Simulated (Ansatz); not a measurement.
# In4P: the cost of one run

Computed with Ansatz 0.2.0 (DFT PBE, scalar-relativistic, plane waves, PAW, unless a step's input says otherwise).

3 further runs of the same task are left out: 2 that didn't finish, 1 set aside as unsound or not needed. Runs told in other sessions of the task aren't counted.

### 1 Starting point

The structure is cubic, space group Pm-3m (No. 221). The conventional cell has a = 4.987 Å, b = 4.987 Å, c = 4.987 Å, α = 90.00°, β = 90.00°, γ = 90.00°. In (site symmetry m-3m) has 12 In at 3.53 Å in its first shell of neighbours. Around In (site symmetry 4/mmm) lie 2 P at 2.49 Å. P (site symmetry m-3m) has 6 In at 2.49 Å in its first shell of neighbours.

Coordinates:

```
In P
1.0
     4.98669    0.00000    0.00000
     0.00000    4.98669    0.00000
     0.00000    0.00000    4.98669
In P
4 1
Direct
  0.00000 0.00000 0.00000
  0.50000 0.50000 0.00000
  0.50000 0.00000 0.50000
  0.00000 0.50000 0.50000
  0.50000 0.50000 0.50000
```

The cell is invented: species swapped into a database cell of Ni4N (Pm-3m, No. 221), with In on the Ni sites and P on the N sites. Lengths come from tabulated atomic sizes and are only a guess.

### 2 Probe: one point on a coarse mesh

input.yaml reads:

```yaml
crystal:
  lattice:
    - [4.98669286, 0.0, 0.0]
    - [0.0, 4.98669286, 0.0]
    - [0.0, 0.0, 4.98669286]
  atoms:
    - { symbol: In, position: [0.0, 0.0, 0.0] }
    - { symbol: In, position: [0.5, 0.5, 0.0] }
    - { symbol: In, position: [0.5, 0.0, 0.5] }
    - { symbol: In, position: [0.0, 0.5, 0.5] }
    - { symbol: P, position: [0.5, 0.5, 0.5] }
basis:
  ecutwfc: 420
kpoints:
  mp_grid: { grid: [4, 4, 4] }
hamiltonian:
  xc: pbe
scf:
  occupations: { method: gaussian, width: 0.1 }
  lower_state_search: "off"
output:
  forces: true
  stress: true
  eigenvalues: true
```

Run with:

```console
$ ansatz run input.yaml --threads 1 --pin off --max-ram 2560MiB --backend cpu --events-out ev --progress --plain --runs-dir out
```

Q: Estimate wall time and peak memory on 1 thread of Intel Xeon at 2.50GHz (Skylake/Cascade Lake), shared host.

About 6.5 s, with a peak of 0.39 GiB.
